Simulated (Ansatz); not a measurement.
# AlGeF (triplet): wave-function methods side by side at distance Al2–Ge3 = 4.367 Å, cc-pVDZ

How much of the correlation energy of AlGeF (triplet) does each wave-function method recover here?

Computed with Ansatz 0.2.0, Gaussian basis. Level: cc-pVDZ, correlated electrons: outside noble gas.

The runs, in order: UHF; CCSD(T) on ROHF; CCSD(T) on UHF; BCCD(T) on ROHF; CISD; CCSDT(Q) on ROHF; CCSDT(Q) on UHF; CASSCF and MRCISD+Q, 4 electrons in 4 orbitals; CASSCF and NEVPT2, 4 electrons in 4 orbitals.

### Step 1. What is computed

The geometry derives from a PBE0/def2-TZVP stationary point (not a proven minimum). One bond is set to the value named and the two fragments are kept rigid. No spin-orbit coupling is included. The filled d shell of Ge may be among the frozen orbitals whatever the setting's name suggests; the logs give the count.

3 atoms, charge 0, spin multiplicity 3.

Atoms are counted from 1 here; the program's logs count them from 0.

Bond lengths: F1–Al2 1.648 Å.

Coordinates:

```xyz
3

F     0.0000    0.0000   -2.5545
Al    0.0000    0.0000   -0.9063
Ge    0.0000    0.0000    3.4607
```

In the tables R marks a restricted open-shell determinant and U an unrestricted one; 'pair' is the active space of 4 electrons in 4 orbitals; correlation energies count from the lowest restricted Hartree-Fock solution.

### Step 2. UHF

File in.yaml:

```yaml
crystal:
  periodic: [false, false, false]
  atoms:
    - {symbol: F, position_ang: [0.000000, 0.000000, -2.554467]}
    - {symbol: Al, position_ang: [0.000000, 0.000000, -0.906267]}
    - {symbol: Ge, position_ang: [0.000000, 0.000000, 3.460733]}
basis:
  gaussian: {orbitals: cc-pVDZ}
magnetization: {spin_polarized: true, initial_magnetization: 2}
hamiltonian: {xc: hf}
output: {orbitals: {seedname: orbitals}}
```

Command:

```console
$ ansatz run in.yaml --threads 1 --pin off --events-out ev --progress --plain --max-ram 2393MiB
```

The runs that follow: CCSD(T) on ROHF; CCSD(T) on UHF; BCCD(T) on ROHF; CISD; CCSDT(Q) on ROHF; CCSDT(Q) on UHF; CASSCF and MRCISD+Q, 4 electrons in 4 orbitals; CASSCF and NEVPT2, 4 electrons in 4 orbitals.

**Question.** What will the summary of the whole plan be? Wanted: correlation energy, UCCSDT(Q); RMP2 from UCCSDT(Q); UMP2 from UCCSDT(Q); RCCSD from UCCSDT(Q); RCCSD(T) from UCCSDT(Q); UCCSD(T) from UCCSDT(Q); RCCSDT(Q) from UCCSDT(Q); NEVPT2 pair from UCCSDT(Q); MRCISD+Q pair from UCCSDT(Q).

As calculated:

| quantity | value |
| --- | --- |
| correlation energy, UCCSDT(Q) | -8.5563 eV |
| RMP2 from UCCSDT(Q) | +92.9 kJ/mol |
| UMP2 from UCCSDT(Q) | +91.7 kJ/mol |
| RCCSD from UCCSDT(Q) | +17.7 kJ/mol |
| RCCSD(T) from UCCSDT(Q) | +4.1 kJ/mol |
| UCCSD(T) from UCCSDT(Q) | +3.2 kJ/mol |
| RCCSDT(Q) from UCCSDT(Q) | +1.1 kJ/mol |
| NEVPT2 pair from UCCSDT(Q) | +89.4 kJ/mol |
| MRCISD+Q pair from UCCSDT(Q) | +15.9 kJ/mol |
| levels of the table within 1 kcal/mol (43 meV) | RCCSD(T), UCCSD(T), BCCD(T), RCCSDT, UCCSDT, RCCSDT(Q) |
| T1 diagnostic | 0.018 |

What this shows: RCCSD(T) lands +4.1 kJ/mol from the yardstick (0.5 % of the correlation energy). Of the multireference levels listed MRCISD+Q pair comes nearest in total energy (+15.9 kJ/mol), which doesn't show that its space is the better one. These misses are within one basis, not against nature; the frozen cores of restricted and unrestricted runs differ, which can shift their rows.
